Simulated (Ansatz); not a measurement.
# CoF (septet): wave-function methods side by side, def2-TZVPP

An exercise on one series of results from a longer session: the logs are not shown, and one member is left open.

Program: Ansatz 0.2.0, Gaussian basis. Level of theory: def2-TZVPP, core rule «outside noble gas», up to 10 orbitals frozen. These are calculated values, not measurements.

The runs, in order: UHF; ROHF; CCSD(T) on UHF.

**The system**

The geometry is a PBE0/def2-TZVP stationary point (not a proven minimum) of the parent state, kept for this charge and spin.

2 atoms, charge 0, spin multiplicity 7.

Atoms are counted from 1 here; the program's logs count them from 0.

Bond lengths: Co1–F2 1.776 Å.

Coordinates:

```xyz
2
charge 0, multiplicity 7
Co    0.00000    0.00000    0.00000
F     0.00000    0.00000    1.77560
```

Set-up of the first run:

The input, in.yaml:

```yaml
crystal:
  periodic: [false, false, false]
  atoms:
    - {symbol: Co, position_ang: [0.000000, 0.000000, 0.000000]}
    - {symbol: F, position_ang: [0.000000, 0.000000, 1.775600]}
basis:
  gaussian: {orbitals: def2-TZVPP}
magnetization: {spin_polarized: true, initial_magnetization: 6}
hamiltonian: {xc: hf}
output: {orbitals: {seedname: orbitals}}
```

Launch:

```console
> ansatz run in.yaml --threads 1 --pin off --events-out ev --progress --plain --max-ram 2816MiB --backend cpu
```

Steps of the session up to this table: UHF; ROHF; CCSD(T) on UHF.

One table of the session follows, with a row left open; its other results are not shown here.

It belongs to the step «Misses and costs». 

| method | from UCCSD(T) (meV) |
| --- | --- |
| ROHF | +12998.7 |
| UHF | +12803.3 |
| UMP2 | ? |
| UCCSD | +513.0 |
| UCCSD(T) | 0 |

Q: Estimate the row for UMP2 from the others.

The run gave: from UCCSD(T) (meV): +874.8. In the column «from UCCSD(T) (meV)» it lies between UCCSD (+513.0) and UHF (+12803.3).
